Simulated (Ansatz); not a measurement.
# CH6AlFO2Si: a ladder of functionals and wavefunction methods

How much do the methods differ for CH6AlFO2Si? The plan is to run it at one geometry with functionals of several rungs and with coupled cluster. The yardstick is the atomisation energy at the CCSD(T) limit.

Program: Ansatz 0.2.0, Gaussian basis. Level of theory: functionals in def2-TZVPP, the program's frozen cores in correlated methods. These are calculated values, not measurements.

Plan: PBE-D4, r2SCAN-D4, PBE0-D4, B3LYP-D4, ωB97X-V, ωB97M-V, B2PLYP; CCSD(T)/def2-TZVPP; MP2/def2-QZVPP; extrapolation to the limit.

## Step 1: The geometry

All runs share one geometry, relaxed beforehand with PBE0-D4 in a triple-zeta def2 set.

SMILES `C[O][Al]([F])[O][SiH3]`, 12 atoms, charge 0, spin multiplicity 1.

Atoms are counted from 1 here; the program's logs count them from 0.

Bond lengths: C1–O2 1.400 Å, C1–H7 1.094 Å, C1–H8 1.094 Å, C1–H9 1.096 Å, O2–Al3 1.668 Å, Al3–F4 1.638 Å, Al3–O5 1.669 Å, O5–Si6 1.626 Å, Si6–H10 1.486 Å, Si6–H11 1.487 Å, Si6–H12 1.486 Å. Angles: O2–C1–H7 109.8°, O2–C1–H8 109.9°, O2–C1–H9 112.6°, H7–C1–H8 108.0°, H7–C1–H9 108.2°, H8–C1–H9 108.2°, C1–O2–Al3 134.6°, O2–Al3–F4 117.9°, O2–Al3–O5 122.3°, F4–Al3–O5 119.8°, Al3–O5–Si6 170.0°, O5–Si6–H10 110.0°, O5–Si6–H11 109.6°, O5–Si6–H12 110.3°, H10–Si6–H11 108.9°, H10–Si6–H12 109.1°, H11–Si6–H12 108.9°.

## Step 2: PBE-D4 (GGA)

Contents of in.yaml:

```yaml
crystal:
  periodic: [false, false, false]
  atoms:
    - {symbol: C, position_ang: [-0.079876, 1.995927, 1.448321]}
    - {symbol: O, position_ang: [0.916690, 1.698029, 0.510868]}
    - {symbol: Al, position_ang: [1.185351, 0.441993, -0.553977]}
    - {symbol: F, position_ang: [2.524691, 0.507676, -1.495247]}
    - {symbol: O, position_ang: [0.143831, -0.855490, -0.682242]}
    - {symbol: Si, position_ang: [-0.692802, -2.210953, -1.008076]}
    - {symbol: H, position_ang: [-0.549658, 2.952414, 1.199743]}
    - {symbol: H, position_ang: [0.362278, 2.084811, 2.445229]}
    - {symbol: H, position_ang: [-0.862920, 1.229852, 1.487918]}
    - {symbol: H, position_ang: [0.037227, -3.396884, -0.488192]}
    - {symbol: H, position_ang: [-2.026729, -2.141603, -0.355532]}
    - {symbol: H, position_ang: [-0.881283, -2.361071, -2.474913]}
basis:
  gaussian: {orbitals: def2-TZVPP}
hamiltonian: {xc: pbe, dispersion: d4}
output: {forces: true, orbitals: {seedname: orbitals}}
```

The run is started by

```
$ ansatz run in.yaml --threads 2 --pin off --events-out ev --progress --plain --max-ram 20480MiB --backend cuda --devices 0, --max-vram 18GiB
```

The runs that follow: r2SCAN-D4 (meta-GGA); PBE0-D4 (hybrid); B3LYP-D4 (hybrid); ωB97X-V (range-separated); ωB97M-V (range-separated); B2PLYP (double hybrid); CCSD(T) in def2-TZVPP; MP2 in def2-QZVPP.

Before running them: what should the planned runs give, taken together? Wanted: atomisation energy, CCSD(T)/CBS; farthest; mean size of error, hybrid; mean size of error, range-separated; gap, smallest and largest; T1 diagnostic; triples share of the correlation energy.

As calculated:

| quantity | value |
| --- | --- |
| atomisation energy, CCSD(T)/CBS | 4634.3 kJ/mol |
| functionals within 23.2 kJ/mol (0.5 %) | PBE-D4, r2SCAN-D4, ωB97X-V, ωB97M-V |
| farthest | PBE0-D4 (-90.0 kJ/mol) |
| mean size of error, hybrid | 66.9 kJ/mol |
| mean size of error, range-separated | 17.6 kJ/mol |
| gap, smallest and largest | 5.20 eV (PBE-D4), 12.08 eV (ωB97X-V) |
| T1 diagnostic | 0.0120 |
| triples share of the correlation energy | 3.2 % |

What this shows: PBE-D4 is off by -11.8 kJ/mol. Double hybrids carry the basis error of their MP2 part in triple zeta, and no dispersion term here, so their miss is partly the set-up's. The reference freezes the cores and leaves out relativity and excitations past (T), so misses under about 23.2 kJ/mol can't be ranked. Hartree-Fock recovers 74 % of the binding; the rest is correlation. The gap grows from 5.2 to 12.1 eV across the functionals, mostly with the share of exact exchange.
